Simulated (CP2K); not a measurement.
# SiO (Pm-3m) in CP2K: a series of runs

One crystal, SiO, is run at these levels: PBE, LDA; tasks: band structure.

Everything below comes from runs of CP2K 2026.2. Logs are shortened: lines on timing, memory, paths and dates and some standing lists are left out, and cuts for length are marked.

## 1. The crystal as given

The structure is cubic, space group Pm-3m (No. 221). Conventional cell: a = 2.807 Å, b = 2.807 Å, c = 2.807 Å, α = 90.00°, β = 90.00°, γ = 90.00°. Around Si (site symmetry m-3m) lie 8 O at 2.43 Å. O (site symmetry m-3m) has 8 Si at 2.43 Å as nearest neighbours.

The cell was built by a generator and needn't be a form met in nature.

## 2. Band structure, PBE

The input, sio_bands.inp:

```
&GLOBAL
  PROJECT sio_bands
  RUN_TYPE ENERGY_FORCE
  PRINT_LEVEL LOW
&END GLOBAL
&FORCE_EVAL
  METHOD QS
  STRESS_TENSOR ANALYTICAL
  &DFT
    BASIS_SET_FILE_NAME BASIS_MOLOPT_UZH
    POTENTIAL_FILE_NAME POTENTIAL_UZH
    &MGRID
      CUTOFF 600
      REL_CUTOFF 60
      NGRIDS 5
    &END MGRID
    &QS
      METHOD GPW
      EPS_DEFAULT 1.0E-9
    &END QS
    &KPOINTS
      SCHEME MONKHORST-PACK 9 9 9
      GAMMA_CENTERED T
      SYMMETRY T
      SYMMETRY_BACKEND SPGLIB
    &END KPOINTS
    &SCF
      SCF_GUESS ATOMIC
      EPS_SCF 1.0E-6
      MAX_SCF 100
      ADDED_MOS 10
      CHOLESKY OFF
      EPS_EIGVAL 1.0E-7
      &DIAGONALIZATION ON
        ALGORITHM STANDARD
      &END DIAGONALIZATION
      &MIXING ON
        METHOD BROYDEN_MIXING
        ALPHA 0.4
        BETA 1.5
        NBUFFER 8
      &END MIXING
      &SMEAR ON
        METHOD FERMI_DIRAC
        ELECTRONIC_TEMPERATURE [K] 580.226
      &END SMEAR
    &END SCF
    &XC
      &XC_FUNCTIONAL
        &GGA_X_PBE
        &END GGA_X_PBE
        &GGA_C_PBE
        &END GGA_C_PBE
      &END XC_FUNCTIONAL
    &END XC
    &PRINT
      &KPOINTS ON
      &END KPOINTS
      &MULLIKEN ON
      &END MULLIKEN
      &MO ON
        ENERGIES T
        OCCUPATION_NUMBERS T
        &EACH
          QS_SCF 0
        &END EACH
        ADD_LAST NUMERIC
      &END MO
      &LOWDIN ON
      &END LOWDIN
      &HIRSHFELD ON
        SHAPE_FUNCTION DENSITY
      &END HIRSHFELD
      &BAND_STRUCTURE
        FILE_NAME bands.bs
        ADDED_MOS 6
        &KPOINT_SET
          UNITS B_VECTOR
          NPOINTS 10
          SPECIAL_POINT GAMMA 0.00000000 0.00000000 0.00000000
          SPECIAL_POINT X 0.00000000 0.50000000 0.00000000
          SPECIAL_POINT M 0.50000000 0.50000000 0.00000000
          SPECIAL_POINT GAMMA 0.00000000 0.00000000 0.00000000
          SPECIAL_POINT R 0.50000000 0.50000000 0.50000000
          SPECIAL_POINT X 0.00000000 0.50000000 0.00000000
        &END KPOINT_SET
        &KPOINT_SET
          UNITS B_VECTOR
          NPOINTS 10
          SPECIAL_POINT M 0.50000000 0.50000000 0.00000000
          SPECIAL_POINT R 0.50000000 0.50000000 0.50000000
        &END KPOINT_SET
      &END BAND_STRUCTURE
    &END PRINT
  &END DFT
  &SUBSYS
    &CELL
      A 2.8069700000 0.0000000000 0.0000000000
      B 0.0000000000 2.8069700000 0.0000000000
      C 0.0000000000 0.0000000000 2.8069700000
      PERIODIC XYZ
    &END CELL
    &COORD
      Si  0.0000000000 0.0000000000 0.0000000000
      O   1.4034850000 1.4034850000 1.4034850000
    &END COORD
    &KIND Si
      BASIS_SET TZVP-MOLOPT-PBE-GTH-q4
      POTENTIAL GTH-PBE-q4
    &END KIND
    &KIND O
      BASIS_SET TZVP-MOLOPT-PBE-GTH-q6
      POTENTIAL GTH-PBE-q6
    &END KIND
    &PRINT
      &ATOMIC_COORDINATES ON
      &END ATOMIC_COORDINATES
      &CELL ON
      &END CELL
      &SYMMETRY ON
      &END SYMMETRY
    &END PRINT
  &END SUBSYS
  &PRINT
    &FORCES ON
    &END FORCES
    &STRESS_TENSOR ON
    &END STRESS_TENSOR
  &END PRINT
&END FORCE_EVAL
```

Potentials or basis: POTENTIAL_UZH Si GTH-PBE-q4, O GTH-PBE-q6; TZVP-MOLOPT-PBE-GTH basis.

Command:

```sh
$ OMP_NUM_THREADS=1 cp2k.psmp -i sio_bands.inp -o sio_bands.out
```

sio_bands.out:

```text

 CP2K| version string:                                       CP2K version 2026.2
 CP2K| Input file name                                             sio_bands.inp

 GLOBAL| Force Environment number                                              1
 GLOBAL| Basis set file name                                    BASIS_MOLOPT_UZH
 GLOBAL| Potential file name                                       POTENTIAL_UZH
 GLOBAL| MM Potential file name                                     MM_POTENTIAL
 GLOBAL| Coordinate file name                                      __STD_INPUT__
 GLOBAL| Method name                                                        CP2K
 GLOBAL| Project name                                                  sio_bands
 GLOBAL| Run type                                                   ENERGY_FORCE
 GLOBAL| FFT library                                                       FFTW3
 GLOBAL| Diagonalization library                                       ScaLAPACK
 GLOBAL| Cholesky decomposition library                                ScaLAPACK
 GLOBAL| DGEMM library                                                      BLAS
 GLOBAL| Direct generalized diagonalization requested                          F
 GLOBAL| Matrix multiplication library                                 ScaLAPACK
 GLOBAL| Global print level                                                  LOW
 GLOBAL| Total number of message passing processes                             1
 GLOBAL| Number of threads for this process                                    1
 GLOBAL| CPU model name                                                  UNKNOWN

 CELL| Volume [angstrom^3]:                                            22.116343
 CELL| Vector a [angstrom]:       2.807     0.000     0.000   |a| =     2.806970
 CELL| Vector b [angstrom]:       0.000     2.807     0.000   |b| =     2.806970
 CELL| Vector c [angstrom]:       0.000     0.000     2.807   |c| =     2.806970
 CELL| Angle (b,c), alpha [degree]:                                    90.000000
 CELL| Angle (a,c), beta  [degree]:                                    90.000000
 CELL| Angle (a,b), gamma [degree]:                                    90.000000
 CELL| Numerically orthorhombic:                                             YES
 CELL| Periodicity                                                           XYZ

 CELL_REF| Volume [angstrom^3]:                                        22.116343
 CELL_REF| Vector a [angstrom     2.807     0.000     0.000   |a| =     2.806970
 CELL_REF| Vector b [angstrom     0.000     2.807     0.000   |b| =     2.806970
 CELL_REF| Vector c [angstrom     0.000     0.000     2.807   |c| =     2.806970
 CELL_REF| Angle (b,c), alpha [degree]:                                90.000000
 CELL_REF| Angle (a,c), beta  [degree]:                                90.000000
 CELL_REF| Angle (a,b), gamma [degree]:                                90.000000
 CELL_REF| Numerically orthorhombic:                                         YES
 CELL_REF| Periodicity                                                       XYZ

[... 8 lines left out ...]
 TOTAL NUMBERS AND MAXIMUM NUMBERS

  Total number of            - Atomic kinds:                                   2
                             - Atoms:                                          2
                             - Shell sets:                                     2
                             - Shells:                                        14
                             - Primitive Cartesian functions:                  9
                             - Cartesian basis functions:                     36
                             - Spherical basis functions:                     34

  Maximum angular momentum of- Orbital basis functions:                        2
                             - Local part of the GTH pseudopotential:          2
                             - Non-local part of the GTH pseudopotential:      2

 MODULE QUICKSTEP: ATOMIC COORDINATES IN ANGSTROM

   Atom Kind Element         X             Y             Z       Z(eff)     Mass
      1    1 Si   14      0.000000      0.000000      0.000000   4.0000  28.0855
      2    2 O     8      1.403485      1.403485      1.403485   6.0000  15.9994

 Crystal Symmetry Information
       International Symbol:                                               Pm-3m
       Point Group Symbol:                                                  m-3m
       Schoenflies Symbol:                                                  Oh^1
       Number of Symmetry Operations:                                         48

 SCF PARAMETERS         Density guess:                                    ATOMIC
[... 9 lines left out ...]
                        --------------------------------------------------------
                        level_shift [a.u.]:                             0.000000
                        added MOs                                        10    0
                        --------------------------------------------------------
[... 82 lines left out ...]
    10 Broy./Diag. 0.40E+00    1.7     0.00001523       -19.9002256039 -1.86E-04
    11 Broy./Diag. 0.40E+00    1.7     0.00000762       -19.9001696282  5.60E-05
    12 Broy./Diag. 0.40E+00    1.7     0.00000116       -19.9001735519 -3.92E-06
    13 Broy./Diag. 0.40E+00    1.7     0.00000036       -19.9001699984  3.55E-06

  *** SCF run converged in    13 steps ***

  Electronic density on regular grids:         -9.9999999996        0.0000000004
  Core density on regular grids:                9.9999999920       -0.0000000080
  Total charge density on r-space grids:       -0.0000000076
  Total charge density g-space grids:          -0.0000000076

  Overlap energy of the core charge distribution:               0.00000000000000
  Self energy of the core charge distribution:                -51.80006510457203
  Core Hamiltonian energy:                                     13.81802320462585
  Hartree energy:                                              22.72666682554205
  Exchange-correlation energy:                                 -4.64470662740208
  Electronic entropic energy:                                  -0.00008829657892
  Fermi energy:                                                 0.30327673772438

  Total energy:                                               -19.90016999838164
  Total energy (extrapolated to T->0):                        -19.90012585009218

 MO| EIGENVALUES AND OCCUPATION NUMBERS FOR K POINT 1
 MO|
 MO|  Index      Eigenvalue [a.u.]        Eigenvalue [eV]             Occupation
 MO|      1              -0.335831              -9.138433               2.000000
 MO|      2               0.104564               2.845334               2.000000
 MO|      3               0.117230               3.189997               2.000000
 MO|      4               0.117230               3.189997               2.000000
 MO|      5               0.230151               6.262730               2.000000
 MO|      6               0.284089               7.730460               1.999942
 MO|      7               0.284089               7.730460               1.999942
 MO|      8               0.342859               9.329656               0.000000
 MO|      9               0.761660              20.725832               0.000000
 MO|     10               0.772061              21.008852               0.000000
 MO|     11               0.772061              21.008852               0.000000
 MO|     12               1.225246              33.340639               0.000000
 MO|     13               1.225246              33.340639               0.000000
[... 272 lines left out ...]
 MO|      4               0.212510               5.782683               2.000000
 MO|      5               0.293520               7.987089               1.990163
 MO|      6               0.335100               9.118528               0.000000
 MO|      7               0.499462              13.591063               0.000000
 MO|      8               0.560746              15.258662               0.000000
 MO|      9               0.714607              19.445435               0.000000
 MO|     10               0.863159              23.487759               0.000000
 MO|     11               0.904486              24.612323               0.000000
 MO|     12               0.950522              25.865031               0.000000
 MO|     13               1.050476              28.584900               0.000000
 MO|     14               1.317907              35.862070               0.000000
 MO|     15               1.383009              37.633590               0.000000
 MO| Sum:                                                               9.990163
 MO| E(Fermi):            0.303277 a.u.          8.252580 eV

 [... the levels of further k-points ...]

 !-----------------------------------------------------------------------------!
                     Mulliken Population Analysis

 #  Atom  Element  Kind  Atomic population                           Net charge
       1     Si       1          3.272959                              0.727041
       2     O        2          6.727041                             -0.727041
 # Total charge                             10.000000                  0.000000

 !-----------------------------------------------------------------------------!

 !-----------------------------------------------------------------------------!
                           Hirshfeld Charges

  #Atom  Element  Kind  Ref Charge     Population                    Net charge
      1       Si     1       4.000          3.750                         0.250
      2       O      2       6.000          6.250                        -0.250

  Total Charge                                                           -0.000
 !-----------------------------------------------------------------------------!

 LOWDIN POPULATION ANALYSIS

 #  Atom  Element  Kind  Atomic population                           Net charge
       1     Si       1          3.620930                              0.379070
       2     O        2          6.379070                             -0.379070
 # Total charge                             10.000000                  0.000000

 KPOINTS| Band Structure Calculation
 KPOINTS| Number of k-point sets                                               2
 KPOINTS| Number of added MOs/bands                                            6
 KPOINTS| Number of k-points in set    1                                      51
 KPOINTS| In units of b-vector [2pi/Bohr]
 KPOINTS| Special point     1       GAMMA     0.000000     0.000000     0.000000
 KPOINTS| Special point     2           X     0.000000     0.500000     0.000000
 KPOINTS| Special point     3           M     0.500000     0.500000     0.000000
 KPOINTS| Special point     4       GAMMA     0.000000     0.000000     0.000000
 KPOINTS| Special point     5           R     0.500000     0.500000     0.500000
 KPOINTS| Special point     6           X     0.000000     0.500000     0.000000
 KPOINTS| Number of k-points in set    2                                      11
 KPOINTS| In units of b-vector [2pi/Bohr]
 KPOINTS| Special point     1           M     0.500000     0.500000     0.000000
 KPOINTS| Special point     2           R     0.500000     0.500000     0.500000

 ENERGY| Total FORCE_EVAL ( QS ) energy [hartree]            -19.900169303863912

 FORCES| Atomic forces [hartree/bohr]
 FORCES|   Atom     x               y               z               |f|
 FORCES|      1 -4.02305847E-12 -3.97379349E-12 -3.85694297E-12   6.84485524E-12
 FORCES|      2  3.73615064E-11  3.73173913E-11  3.71868885E-11   6.45858694E-11
 FORCES| Sum     3.33384480E-11  3.33435978E-11  3.33299455E-11
 FORCES| Total atomic force                                       5.77419509E-11

 STRESS| Analytical stress tensor [bar]
 STRESS|                        x                   y                   z
 STRESS|      x        3.06179074573E+03   1.17733355624E-04   1.17582682368E-04
 STRESS|      y        1.17733355624E-04   3.06179074568E+03   1.17903137589E-04
 STRESS|      z        1.17582682368E-04   1.17903137589E-04   3.06179074568E+03
 STRESS| 1/3 Trace                                             3.06179074569E+03
 STRESS| Determinant                                           2.87029489230E+10

 STRESS| Eigenvectors and eigenvalues of the analytical stress tensor [bar]
 STRESS|                        1                   2                   3
 STRESS| Eigenvalues   3.06179062775E+03   3.06179062816E+03   3.06179098117E+03
 STRESS|      x           0.180396262030     -0.796261836054      0.577429023421
 STRESS|      y          -0.779866584301      0.241955504913      0.577291645820
 STRESS|      z           0.599387436752      0.554458855179      0.577330129629
```

Wall time 26 s (1 thread of Arm Neoverse V1, shared host); peak memory 0.25 GiB.

What came out:

```
Free energy            : -541.5111 eV
Pressure               : 0.3 GPa
Band gap on the k mesh : none (metal or under the smearing width)
Mulliken charges       : Si +0.73; O -0.73 e
Hirshfeld charges      : Si +0.25; O -0.25 e
```

Levels at the corners of the path, in eV from the Fermi level:
```csv
point,band 2,band 3,band 4,band 5,band 6,band 7,band 8,band 9
Γ,-6.96,-3.28,-3.28,-3.28,7.21,7.21,8.09,8.09
X,-10.52,-2.50,-2.50,-1.03,0.94,6.79,6.79,9.35
M,-7.17,-7.17,-5.24,-1.98,3.97,3.97,9.01,9.27
Γ,-6.96,-3.28,-3.28,-3.28,7.21,7.21,8.09,8.09
R,-5.01,-5.01,-5.01,-0.93,-0.80,-0.80,-0.80,12.75
X,-10.52,-2.50,-2.50,-1.03,0.94,6.79,6.79,9.35
M,-7.17,-7.17,-5.24,-1.98,3.97,3.97,9.01,9.27
R,-5.01,-5.01,-5.01,-0.93,-0.80,-0.80,-0.80,12.75
```

Caveat: Mulliken charges move with the basis; the basis of atomic orbitals isn't converged, which shifts pressures, moduli and gaps.

(Continued in part 2 of 2.)
